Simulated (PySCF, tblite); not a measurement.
# GeAsH₅: dynamics, then NMR shifts and electronic excitations on frames

How do NMR shifts and electronic excitations of GeAsH₅ (`[GeH3][AsH2]`) change as the atoms move?

Programs: tblite 0.8.0 and PySCF 2.14.0, with density-fitted response routines of our own. Each step states its level of theory. These are calculated values for one molecule in the gas phase, unless marked as measured. Atoms are numbered from 0 throughout.

## Step 1: Starting geometry

7 atoms, charge 0, multiplicity 1; geometry from: GFN2-xTB.

Bonds of the start (Å): Ge0–As1 2.37, Ge0–H2 1.51, Ge0–H3 1.51, Ge0–H4 1.51, As1–H5 1.50, As1–H6 1.50.

## Step 2: Dynamics with GFN2-xTB

What the job is given:

```
{"job": {"kind": "md", "xc": "GFN2-xTB", "basis": "xTB", "temperature": 600, "steps": 2000, "every": 50, "frames": 5}, "charge": 0, "multiplicity": 1}
Ge    -0.799115     0.121819    -0.086253
As     1.487729    -0.064493    -0.693310
H     -1.690692    -0.837288    -0.831903
H     -1.388153     1.472787    -0.399747
H     -1.145438    -0.103837     1.362872
H      1.633588    -1.320829     0.115585
H      1.905414     0.736745     0.505678
```

With the program's defaults for keys left out, this is: GFN2-xTB Langevin dynamics, gas phase.

Run with:

```
> OMP_NUM_THREADS=1 python probes_run.py task.json out
```

The driver reads the jobs from task.json and runs them one after another.

What it wrote:

```text
t/fs     T/K      E/eV
    0.0   485.4   -186.04652
   25.0   579.7   -185.82903
   50.0   493.2   -185.48455
   75.0   765.0   -185.50135
  100.0   924.9   -185.63336
  125.0  1177.9   -185.79299
  150.0  1043.0   -185.70676
  175.0   992.0   -185.61284
  200.0   586.5   -185.47082
  225.0   547.4   -185.51861
  250.0   668.5   -185.69954
  275.0   490.0   -185.77854
  300.0   632.5   -185.84956
  325.0   703.1   -185.71547
  350.0   459.3   -185.77904
  375.0   436.3   -185.73129
  400.0   619.9   -185.70117
  425.0   583.9   -185.78582
  450.0   730.2   -185.86963
  475.0   396.2   -185.65783
  500.0   628.5   -185.93292
  525.0   364.2   -185.59967
  550.0   412.7   -185.75938
  575.0   388.8   -185.74577
  600.0   547.3   -185.66494
  625.0   662.6   -185.67920
  650.0   581.6   -185.57183
  675.0   622.7   -185.64970
  700.0   743.0   -185.56081
  725.0   722.2   -185.54847
  750.0   638.5   -185.57498
  775.0   611.3   -185.71813
  800.0   511.9   -185.67681
  825.0   570.0   -185.82605
  850.0   477.0   -185.81106
  875.0   664.9   -185.82940
  900.0   476.8   -185.63829
  925.0   623.5   -185.59612
  950.0   392.4   -185.59015
  975.0   533.0   -185.81259
 1000.0   440.5   -185.66429
```

It took 8.4 s on 1 thread of Arm Neoverse N1, shared host; peak memory 0.18 GiB.

Distance from the start (root mean square after alignment): 0 fs 0.00 Å, 200 fs 0.99 Å, 400 fs 1.30 Å, 600 fs 1.23 Å, 800 fs 1.08 Å, 1000 fs 0.73 Å.

Positions (Å) and forces (eV/Å) at 1000 fs:

```xyz
7

Ge   -1.814   -0.284    0.633    0.245   -1.866   -0.981
As    0.386    0.009   -0.003    1.435    0.490    0.414
H    -2.580    0.861    1.051   -0.498    0.663    0.639
H    -1.801   -1.555    1.506   -0.557    0.600   -0.037
H    -2.528   -0.707   -0.656   -0.130   -0.007    0.358
H     0.529   -1.077   -0.978   -0.482   -0.275   -0.649
H     0.880   -1.078    0.933   -0.013    0.395    0.256
```

## Step 3: Shielding tensors: 250 fs, PBE0/pcSseg-1

What the job is given:

```
{"job": {"kind": "nmr", "xc": "PBE0", "basis": "pcSseg-1", "pop": false}, "charge": 0, "multiplicity": 1}
Ge    -1.088800     0.340500     0.305300
As     0.911500    -0.711800    -0.404900
H     -1.201100     0.492200     1.858000
H     -2.539100    -0.417200     0.198800
H     -1.320100     1.612000    -0.291100
H      0.113300    -0.786200    -1.641600
H      0.238600    -2.053300    -0.096700
```

Level: GIAO PBE0/pcSseg-1 NMR shielding, non-relativistic, gas phase.

What it wrote:

```text
coarse grid: 27112 points
cycle   1  E = -4314.8154487616  dE = -1.554e+00  |g| = 1.050e+00  |ddm| = 2.476e+00
cycle   2  E = -4314.8084683482  dE =  6.980e-03  |g| = 9.004e-01  |ddm| = 7.002e-01
cycle   3  E = -4314.8620054023  dE = -5.354e-02  |g| = 1.278e-01  |ddm| = 4.954e-01
cycle   4  E = -4314.8635713929  dE = -1.566e-03  |g| = 3.184e-02  |ddm| = 1.012e-01
cycle   5  E = -4314.8636872872  dE = -1.159e-04  |g| = 3.616e-03  |ddm| = 2.507e-02
cycle   6  E = -4314.8636894364  dE = -2.149e-06  |g| = 9.448e-04  |ddm| = 6.257e-03
final grid: 52976 points
cycle   7  E = -4314.8637308374  dE =  6.605e-09  |g| = 1.138e-03  |ddm| = 3.201e-03
cycle   8  E = -4314.8637307705  dE =  6.692e-08  |g| = 1.428e-03  |ddm| = 3.109e-03
cycle   9  E = -4314.8637311690  dE = -3.985e-07  |g| = 8.801e-05  |ddm| = 1.539e-03
cycle  10  E = -4314.8637311716  dE = -2.605e-09  |g| = 1.130e-05  |ddm| = 1.194e-04
cycle  11  E = -4314.8637311717  dE = -4.002e-11  |g| = 1.671e-06  |ddm| = 1.016e-05
converged SCF energy = -4314.8637311717

GIAO shielding tensors (ppm)
atom      isotropic    diamagn.    paramagn.     s11        s22        s33       span
  0 Ge    1589.025    2754.946   -1165.922   1454.303   1560.365   1752.407    298.104
  1 As    2169.974    2876.630    -706.655   1980.334   2105.618   2423.971    443.638
  2 H       27.171      27.645      -0.475     20.690     22.124     38.698     18.008
  3 H       26.151      26.469      -0.318     20.225     21.444     36.784     16.560
  4 H       28.984      30.020      -1.035     21.372     22.671     42.910     21.538
  5 H       30.565      29.360       1.205     21.368     26.245     44.081     22.714
  6 H       29.781      28.184       1.597     21.300     24.524     43.521     22.222
```

Wall time 15 s (1 thread of Arm Neoverse N1, shared host); peak memory 0.49 GiB.

Shifts follow as δ = σ(reference) − σ, with reference shieldings (ppm) from runs at the same level and on the same kind of geometry: 1H TMS 31.72, 73Ge GeMe4 1331, 75As AsH3 1989. The references are single molecules in the gas phase. Shifts against hydride references such as AlH4− lie on their own scale. Each atom is listed at this fixed geometry, with no averaging over motion; a spectrum would average atoms that exchange fast.

| atoms | environment | σ (ppm) | δ (ppm) |
| --- | --- | --- | --- |
| H3 | hydrogen on a germanium bonded to As | 26.15 | 5.57 |
| H2 | hydrogen on a germanium bonded to As | 27.17 | 4.55 |
| H4 | hydrogen on a germanium bonded to As | 28.98 | 2.73 |
| H6 | hydrogen on an arsenic bonded to Ge | 29.78 | 1.94 |
| H5 | hydrogen on an arsenic bonded to Ge | 30.56 | 1.15 |
| Ge0 | germanium bonded to As, 3 H | 1589 | -258 |
| As1 | arsenic bonded to Ge, 2 H | 2170 | -181 |

Orbitals, density, ELF and potential are computed afterwards from the orbital file.

Frontier orbitals at PBE0/pcSseg-1, with the share of their density that lies nearest to each atom:

| orbital | energy (eV) | lies on |
| --- | --- | --- |
| HOMO | -8.21 | As1 50 %; H3 22 %; Ge0 11 % |
| LUMO | -0.29 | As1 36 %; Ge0 22 %; H3 19 % |

ELF in a plane through or near 2 of the atoms.

Ten even steps from ' ' (0.00) to '@' (1.00):
```
                                                        
                                                        
                                                        
              ....                                      
          ..::++++==..            ..::::..              
        ..++%%@@@@@@**::        ::==******--..          
      ..--##@@@@@@@@%%==........==##%%@@%%**::          
      ..--**@@@@@@@@%%++::------==##%%%%%%**--..        
      ..::==##%%####++==++++....::::==****--..          
      ..::--==--::..::==##--::**##==..----..            
      ..::--==::......--##----****++..::::              
      ..::==++**++--==++**==..--==::--**++..            
      ..::==**%%@@%%%%++--------**%%@@@@@@**::          
        ..--++%%@@%%##--....--**@@@@@@@@@@@@==          
          ..::++**++--..    ..++@@@@@@@@@@%%--          
              ......          --%%@@@@@@@@==            
                              ..++##%%##++              
                                                        
                                                        
                                                        
```
The map spans 8.7 Å across and 7.9 Å up, centred on the molecule. Atoms in the plane (x, y in Å): Ge0 (0.7, -0.1), H4 (1.4, -1.3).

On the surface of density 0.002 e/bohr³ the electrostatic potential runs, from the 1st to the 99th percentile, from -0.22 to 0.93 V.

## Step 4: Excited states and response: 250 fs, PBE0/def2-SVPD

Same as in step 3 but for these lines:

```diff
@@ -1,2 +1,2 @@
-{"job": {"kind": "nmr", "xc": "PBE0", "basis": "pcSseg-1", "pop": false}, "charge": 0, "multiplicity": 1}
+{"job": {"kind": "uv", "xc": "PBE0", "basis": "def2-SVPD", "nstates": 5, "ntriplets": 0}, "charge": 0, "multiplicity": 1}
 Ge    -1.088800     0.340500     0.305300
```

Method: TDDFT PBE0/def2-SVPD, vertical, gas phase, core orbitals frozen in the response.

What it wrote:

```text
coarse grid: 27112 points
cycle   1  E = -4314.7703012014  dE = -1.391e+00  |g| = 3.764e-01  |ddm| = 2.805e+00
cycle   2  E = -4314.7699230300  dE =  3.782e-04  |g| = 3.817e-01  |ddm| = 4.911e-01
cycle   3  E = -4314.7841012617  dE = -1.418e-02  |g| = 2.895e-02  |ddm| = 3.152e-01
cycle   4  E = -4314.7842399557  dE = -1.387e-04  |g| = 7.050e-03  |ddm| = 3.780e-02
cycle   5  E = -4314.7842483522  dE = -8.396e-06  |g| = 1.870e-03  |ddm| = 1.593e-02
final grid: 52976 points
cycle   6  E = -4314.7842781644  dE =  9.877e-09  |g| = 2.229e-03  |ddm| = 8.359e-03
cycle   7  E = -4314.7842778536  dE =  3.108e-07  |g| = 2.682e-03  |ddm| = 7.836e-03
cycle   8  E = -4314.7842790603  dE = -1.207e-06  |g| = 1.282e-04  |ddm| = 4.018e-03
cycle   9  E = -4314.7842790628  dE = -2.474e-09  |g| = 2.579e-05  |ddm| = 1.609e-04
cycle  10  E = -4314.7842790629  dE = -1.228e-10  |g| = 1.976e-06  |ddm| = 3.605e-05
converged SCF energy = -4314.7842790629

Static polarisability (au): isotropic 67.498, principal 57.440 59.772 85.282

Singlet excitations
state   eV       nm        f      main configurations
  1   6.6340    186.9   0.07629   H->L 0.57, H-1->L 0.38
  2   6.7198    184.5   0.01089   H->L+1 0.61, H-1->L+1 0.23
  3   6.9721    177.8   0.12801   H-1->L 0.37, H->L+2 0.27, H->L 0.19
  4   7.0354    176.2   0.07325   H->L+2 0.48, H-1->L+1 0.23, H->L+1 0.21
  5   7.2836    170.2   0.25943   H-1->L+1 0.51, H->L+2 0.19, H->L 0.10
```

Wall time 15 s (1 thread of Arm Neoverse N1, shared host); peak memory 0.48 GiB.

The orbitals next to the gap, with their largest atomic shares:

| orbital | eV | atoms |
| --- | --- | --- |
| HOMO−3 | -9.71 | As1 38 %, Ge0 25 %, H3 16 % |
| HOMO−2 | -9.46 | Ge0 33 %, H4 21 %, As1 18 % |
| HOMO−1 | -8.40 | Ge0 36 %, H2 21 %, As1 20 % |
| HOMO | -8.12 | As1 52 %, Ge0 22 %, H3 14 % |
| LUMO | -0.52 | As1 38 %, Ge0 31 %, H3 14 % |
| LUMO+1 | -0.06 | As1 52 %, H6 20 %, Ge0 16 % |
| LUMO+2 | 0.16 | As1 43 %, Ge0 28 %, H5 16 % |

With each of the 5 states as a Gaussian band of 0.4 eV half-width at 1/e, the curve within the window shown has maxima at 173 nm (ε 17,000) L/(mol cm). Beyond the last state computed it falls off for lack of states. The curve at chosen wavelengths:

```json
{"nm": "163", "ε (L/mol/cm)": "6954"}
{"nm": "165", "ε (L/mol/cm)": "9813"}
{"nm": "166", "ε (L/mol/cm)": "11252"}
{"nm": "168", "ε (L/mol/cm)": "13875"}
{"nm": "170", "ε (L/mol/cm)": "15844"}
{"nm": "171", "ε (L/mol/cm)": "16503"}
{"nm": "173", "ε (L/mol/cm)": "17111"}
{"nm": "174", "ε (L/mol/cm)": "17073"}
{"nm": "176", "ε (L/mol/cm)": "16408"}
{"nm": "178", "ε (L/mol/cm)": "15142"}
{"nm": "179", "ε (L/mol/cm)": "14358"}
{"nm": "181", "ε (L/mol/cm)": "12624"}
{"nm": "183", "ε (L/mol/cm)": "10813"}
{"nm": "184", "ε (L/mol/cm)": "9919"}
{"nm": "186", "ε (L/mol/cm)": "8209"}
{"nm": "188", "ε (L/mol/cm)": "6646"}
{"nm": "189", "ε (L/mol/cm)": "5929"}
{"nm": "191", "ε (L/mol/cm)": "4635"}
{"nm": "193", "ε (L/mol/cm)": "3532"}
{"nm": "194", "ε (L/mol/cm)": "3051"}
{"nm": "196", "ε (L/mol/cm)": "2230"}
{"nm": "197", "ε (L/mol/cm)": "1886"}
{"nm": "199", "ε (L/mol/cm)": "1318"}
{"nm": "201", "ε (L/mol/cm)": "894"}
{"nm": "202", "ε (L/mol/cm)": "727"}
{"nm": "204", "ε (L/mol/cm)": "471"}
```

Leading natural transition orbitals of singlet state 5: the hole lies on H2 40 %; Ge0 18 %; H3 15 %; the particle on As1 39 %; H6 24 %; H4, H5 about 11 % each.

Leading natural transition orbitals of singlet state 1: the hole lies on H3 30 %; As1 26 %; H2 19 %; the particle on As1 32 %; Ge0 18 %; H3 16 %.

Further results of this job:

| property | computed |
| --- | --- |
| dipole moment (D) | 0.82 |
| polarisability (Å³) | 10.00 |
| HOMO–LUMO gap (eV) | 7.60 |
| −ε(HOMO) (eV) | 8.12 |

## Step 5: Shielding tensors: 425 fs, PBE0/pcSseg-1

What the job is given:

```
{"job": {"kind": "nmr", "xc": "PBE0", "basis": "pcSseg-1", "pop": false}, "charge": 0, "multiplicity": 1}
Ge    -1.701300     0.279600    -0.034600
As     0.487700    -0.753800    -0.315500
H     -2.326100     0.247700     1.340900
H     -2.997000    -0.041600    -0.760200
H     -1.544400     1.719000    -0.286200
H      0.446800    -2.157000     0.246700
H      0.872100    -0.313000     1.048600
```

Method: GIAO PBE0/pcSseg-1 NMR shielding, non-relativistic, gas phase.

What it wrote:

```text
coarse grid: 27112 points
cycle   1  E = -4314.8170958087  dE = -1.567e+00  |g| = 1.053e+00  |ddm| = 2.491e+00
cycle   2  E = -4314.8102329036  dE =  6.863e-03  |g| = 9.052e-01  |ddm| = 7.168e-01
cycle   3  E = -4314.8649819956  dE = -5.475e-02  |g| = 1.293e-01  |ddm| = 5.041e-01
cycle   4  E = -4314.8665611262  dE = -1.579e-03  |g| = 3.155e-02  |ddm| = 9.985e-02
cycle   5  E = -4314.8666689497  dE = -1.078e-04  |g| = 3.488e-03  |ddm| = 2.393e-02
cycle   6  E = -4314.8666709475  dE = -1.998e-06  |g| = 9.244e-04  |ddm| = 6.008e-03
final grid: 52976 points
cycle   7  E = -4314.8666723022  dE = -6.388e-09  |g| = 1.130e-03  |ddm| = 2.889e-03
cycle   8  E = -4314.8666722513  dE =  5.091e-08  |g| = 1.421e-03  |ddm| = 2.937e-03
cycle   9  E = -4314.8666725880  dE = -3.367e-07  |g| = 8.053e-05  |ddm| = 1.428e-03
cycle  10  E = -4314.8666725904  dE = -2.387e-09  |g| = 9.974e-06  |ddm| = 1.171e-04
cycle  11  E = -4314.8666725904  dE = -1.819e-12  |g| = 1.954e-06  |ddm| = 1.018e-05
converged SCF energy = -4314.8666725904

GIAO shielding tensors (ppm)
atom      isotropic    diamagn.    paramagn.     s11        s22        s33       span
  0 Ge    1629.600    2753.831   -1124.231   1540.995   1572.602   1775.203    234.208
  1 As    1926.316    2875.835    -949.519   1699.761   1963.522   2115.665    415.904
  2 H       27.791      28.205      -0.413     20.416     22.568     40.390     19.973
  3 H       27.661      27.422       0.238     21.274     21.782     39.926     18.652
  4 H       28.750      28.964      -0.214     21.268     23.173     41.810     20.542
  5 H       29.139      28.326       0.812     21.888     23.058     42.469     20.581
  6 H       29.590      29.655      -0.066     21.531     24.958     42.280     20.750
```

Run time: 9.2 s. Hardware: 1 thread of Arm Neoverse N1, shared host; peak memory 0.5 GiB.

In short: δ Ge0 -299, As1 62, H3 4.06, H2 3.93 ppm.

## Step 6: Ultraviolet spectrum: 425 fs, PBE0/def2-SVPD

Same as in step 5 but for these lines:

```diff
@@ -1,2 +1,2 @@
-{"job": {"kind": "nmr", "xc": "PBE0", "basis": "pcSseg-1", "pop": false}, "charge": 0, "multiplicity": 1}
+{"job": {"kind": "uv", "xc": "PBE0", "basis": "def2-SVPD", "nstates": 5, "ntriplets": 0}, "charge": 0, "multiplicity": 1}
 Ge    -1.701300     0.279600    -0.034600
```

Level: TDDFT PBE0/def2-SVPD, vertical, gas phase, core orbitals frozen in the response.

What it wrote:

```text
coarse grid: 27112 points
cycle   1  E = -4314.7720419432  dE = -1.405e+00  |g| = 3.825e-01  |ddm| = 2.800e+00
cycle   2  E = -4314.7717587848  dE =  2.832e-04  |g| = 3.895e-01  |ddm| = 5.091e-01
cycle   3  E = -4314.7871408183  dE = -1.538e-02  |g| = 3.054e-02  |ddm| = 3.657e-01
cycle   4  E = -4314.7872843215  dE = -1.435e-04  |g| = 6.098e-03  |ddm| = 3.511e-02
cycle   5  E = -4314.7872903369  dE = -6.015e-06  |g| = 1.804e-03  |ddm| = 1.413e-02
final grid: 52976 points
cycle   6  E = -4314.7872683877  dE = -1.270e-07  |g| = 2.058e-03  |ddm| = 6.790e-03
cycle   7  E = -4314.7872682273  dE =  1.603e-07  |g| = 2.409e-03  |ddm| = 6.419e-03
cycle   8  E = -4314.7872691443  dE = -9.170e-07  |g| = 1.468e-04  |ddm| = 3.226e-03
cycle   9  E = -4314.7872691475  dE = -3.160e-09  |g| = 2.433e-05  |ddm| = 1.629e-04
cycle  10  E = -4314.7872691476  dE = -1.000e-10  |g| = 2.323e-06  |ddm| = 3.010e-05
converged SCF energy = -4314.7872691476

Static polarisability (au): isotropic 68.460, principal 57.458 59.401 88.522

Singlet excitations
state   eV       nm        f      main configurations
  1   5.7556    215.4   0.15478   H->L 0.90
  2   6.1393    202.0   0.02650   H->L+1 0.96
  3   6.5219    190.1   0.03884   H->L+2 0.91
  4   7.1802    172.7   0.03114   H-1->L 0.68, H->L+3 0.28
  5   7.3198    169.4   0.05889   H->L+3 0.50, H-2->L 0.25, H-1->L 0.21
```

Run time: 9.7 s. Hardware: 1 thread of Arm Neoverse N1, shared host; peak memory 0.48 GiB.

In short: HOMO -7.47 eV, LUMO -0.68 eV; lowest singlet 5.76 eV.

## Step 7: NMR shieldings: 625 fs, PBE0/pcSseg-1

What the job is given:

```
{"job": {"kind": "nmr", "xc": "PBE0", "basis": "pcSseg-1", "pop": false}, "charge": 0, "multiplicity": 1}
Ge    -1.738100     0.478400    -0.416300
As     0.522100     0.011400    -0.202200
H     -2.857000     0.207900     0.778300
H     -2.344500     0.208700    -1.919600
H     -1.925200     2.026800    -0.457400
H      0.371500    -1.404500    -0.565700
H      0.550900    -0.350800     1.294700
```

Level: GIAO PBE0/pcSseg-1 NMR shielding, non-relativistic, gas phase.

What it wrote:

```text
coarse grid: 27112 points
cycle   1  E = -4314.8144914343  dE = -1.614e+00  |g| = 1.054e+00  |ddm| = 2.472e+00
cycle   2  E = -4314.8066173292  dE =  7.874e-03  |g| = 9.079e-01  |ddm| = 7.267e-01
cycle   3  E = -4314.8630113752  dE = -5.639e-02  |g| = 1.311e-01  |ddm| = 5.155e-01
cycle   4  E = -4314.8647435202  dE = -1.732e-03  |g| = 3.200e-02  |ddm| = 1.070e-01
cycle   5  E = -4314.8648638952  dE = -1.204e-04  |g| = 3.207e-03  |ddm| = 2.399e-02
cycle   6  E = -4314.8648654305  dE = -1.535e-06  |g| = 1.004e-03  |ddm| = 5.675e-03
final grid: 52976 points
cycle   7  E = -4314.8648687149  dE =  8.293e-09  |g| = 1.241e-03  |ddm| = 3.163e-03
cycle   8  E = -4314.8648686516  dE =  6.336e-08  |g| = 1.560e-03  |ddm| = 3.247e-03
cycle   9  E = -4314.8648690592  dE = -4.076e-07  |g| = 8.610e-05  |ddm| = 1.570e-03
cycle  10  E = -4314.8648690619  dE = -2.699e-09  |g| = 3.944e-06  |ddm| = 1.266e-04
cycle  11  E = -4314.8648690619  dE =  9.095e-13  |g| = 1.796e-06  |ddm| = 7.266e-06
converged SCF energy = -4314.8648690619

GIAO shielding tensors (ppm)
atom      isotropic    diamagn.    paramagn.     s11        s22        s33       span
  0 Ge    1602.052    2753.621   -1151.569   1487.713   1578.679   1739.764    252.052
  1 As    1978.558    2876.842    -898.284   1817.691   1968.657   2149.325    331.634
  2 H       25.535      25.041       0.494     19.626     20.827     36.151     16.525
  3 H       25.979      25.362       0.617     20.300     21.206     36.430     16.129
  4 H       27.193      27.399      -0.206     20.656     22.457     38.465     17.809
  5 H       29.907      29.794       0.113     21.654     24.722     43.344     21.691
  6 H       28.878      28.315       0.563     21.295     23.548     41.792     20.497
```

It took 9.3 s on 1 thread of Arm Neoverse N1, shared host; peak memory 0.51 GiB.

Key values: δ Ge0 -271, As1 10, H2 6.18, H3 5.74 ppm.

## Step 8: Ultraviolet spectrum: 625 fs, PBE0/def2-SVPD

Same as in step 7 but for these lines:

```diff
@@ -1,2 +1,2 @@
-{"job": {"kind": "nmr", "xc": "PBE0", "basis": "pcSseg-1", "pop": false}, "charge": 0, "multiplicity": 1}
+{"job": {"kind": "uv", "xc": "PBE0", "basis": "def2-SVPD", "nstates": 5, "ntriplets": 0}, "charge": 0, "multiplicity": 1}
 Ge    -1.738100     0.478400    -0.416300
```

With the program's defaults for keys left out, this is: TDDFT PBE0/def2-SVPD, vertical, gas phase, core orbitals frozen in the response.

What it wrote:

```text
coarse grid: 27112 points
cycle   1  E = -4314.7704008567  dE = -1.453e+00  |g| = 3.783e-01  |ddm| = 2.754e+00
cycle   2  E = -4314.7697125779  dE =  6.883e-04  |g| = 3.868e-01  |ddm| = 5.172e-01
cycle   3  E = -4314.7856834972  dE = -1.597e-02  |g| = 3.094e-02  |ddm| = 2.901e-01
cycle   4  E = -4314.7858312793  dE = -1.478e-04  |g| = 5.852e-03  |ddm| = 3.904e-02
cycle   5  E = -4314.7858372457  dE = -5.966e-06  |g| = 1.438e-03  |ddm| = 1.339e-02
final grid: 52976 points
cycle   6  E = -4314.7858293374  dE = -1.708e-07  |g| = 1.534e-03  |ddm| = 5.934e-03
cycle   7  E = -4314.7858293070  dE =  3.044e-08  |g| = 1.720e-03  |ddm| = 4.848e-03
cycle   8  E = -4314.7858297379  dE = -4.309e-07  |g| = 9.662e-05  |ddm| = 2.369e-03
cycle   9  E = -4314.7858297400  dE = -2.085e-09  |g| = 2.111e-05  |ddm| = 1.248e-04
cycle  10  E = -4314.7858297401  dE = -6.639e-11  |g| = 2.191e-06  |ddm| = 2.371e-05
converged SCF energy = -4314.7858297401

Static polarisability (au): isotropic 70.534, principal 59.601 64.311 87.689

Singlet excitations
state   eV       nm        f      main configurations
  1   6.0940    203.5   0.14243   H->L 0.59, H->L+1 0.36
  2   6.2124    199.6   0.06385   H->L+1 0.61, H->L 0.33
  3   6.5742    188.6   0.08412   H->L+2 0.96
  4   7.0331    176.3   0.04920   H-1->L 0.85
  5   7.1686    173.0   0.00325   H->L+3 0.81, H-1->L+1 0.14
```

Run time: 9.8 s. Hardware: 1 thread of Arm Neoverse N1, shared host; peak memory 0.48 GiB.

This run: HOMO -7.66 eV, LUMO -0.65 eV; lowest singlet 6.09 eV.

[end of part 1 of 2]
